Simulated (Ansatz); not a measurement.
**Si2H5SN: basis-set convergence**

How large a basis does Si2H5SN need? Two functionals are run in growing sets.

Program: Ansatz 0.2.0, Gaussian basis. Level of theory: one geometry, several basis sets. These are calculated values, not measurements.

Plan: PBE0-D4/def2-SVP; ωB97M-V/def2-SVP; PBE0-D4/def2-QZVPP; ωB97M-V/def2-QZVPP; the functionals' def2-TZVPP values are taken from earlier runs.

## (1) Structure used throughout

The geometry comes from an earlier relaxation with PBE0-D4 in a triple-zeta def2 set; it is a stationary point, not always the lowest conformer.

SMILES `N[SiH]1[SiH2]S1`, 9 atoms, charge 0, spin multiplicity 1.

Atoms are counted from 1 here; the program's logs count them from 0.

Bond lengths: N1–Si2 1.704 Å, N1–H5 1.007 Å, N1–H6 1.008 Å, Si2–Si3 2.241 Å, Si2–S4 2.160 Å, Si2–H7 1.479 Å, Si3–S4 2.159 Å, Si3–H8 1.484 Å, Si3–H9 1.485 Å. Angles: Si2–N1–H5 121.2°, Si2–N1–H6 119.9°, H5–N1–H6 111.8°, N1–Si2–Si3 124.4°, N1–Si2–S4 121.8°, N1–Si2–H7 107.2°, Si3–Si2–S4 58.7°, Si3–Si2–H7 123.4°, S4–Si2–H7 113.2°, Si2–Si3–S4 58.7°, Si2–Si3–H8 124.4°, Si2–Si3–H9 121.9°, S4–Si3–H8 115.4°, S4–Si3–H9 114.5°, H8–Si3–H9 110.5°, Si2–S4–Si3 62.5°.

## (2) PBE0-D4 in def2-SVP

Input file in.yaml:

```yaml
crystal:
  periodic: [false, false, false]
  atoms:
    - {symbol: N, position_ang: [-0.230398, 1.674104, -0.723896]}
    - {symbol: Si, position_ang: [0.252282, 0.041616, -0.660700]}
    - {symbol: Si, position_ang: [0.298380, -1.195232, 1.207606]}
    - {symbol: S, position_ang: [-1.167893, -1.552823, -0.336838]}
    - {symbol: H, position_ang: [-0.820913, 2.071011, -0.011432]}
    - {symbol: H, position_ang: [-0.368106, 2.122483, -1.615602]}
    - {symbol: H, position_ang: [1.141645, -0.197809, -1.817906]}
    - {symbol: H, position_ang: [1.248724, -2.308170, 1.452296]}
    - {symbol: H, position_ang: [-0.265323, -0.701582, 2.489372]}
basis:
  gaussian: {orbitals: def2-SVP}
hamiltonian: {xc: pbe0, dispersion: d4}
output: {orbitals: {seedname: orbitals}}
```

On the command line:

```console
ansatz run in.yaml --threads 2 --pin off --events-out ev --progress --plain --max-ram 4352MiB
```

After this run come: ωB97M-V in def2-SVP; PBE0-D4 in def2-QZVPP; ωB97M-V in def2-QZVPP.

Q: Predict the results of all the runs planned. Wanted: PBE0-D4: double and triple zeta above quadruple; ωB97M-V: double and triple zeta above quadruple.

**Answer**, as computed:

```
                                       quantity           value
PBE0-D4: double and triple zeta above quadruple  12.28, 0.95 eV
ωB97M-V: double and triple zeta above quadruple  12.28, 0.90 eV
```

**Reading.** PBE0-D4 gains 11.33 eV from double to triple zeta, then 0.95 eV more. Total energies overstate the basis error of differences, where much of it tends to cancel. The LUMO of ωB97M-V is positive and keeps falling with the basis (2.06 to 1.15 eV): an unbound level that the basis holds in place.
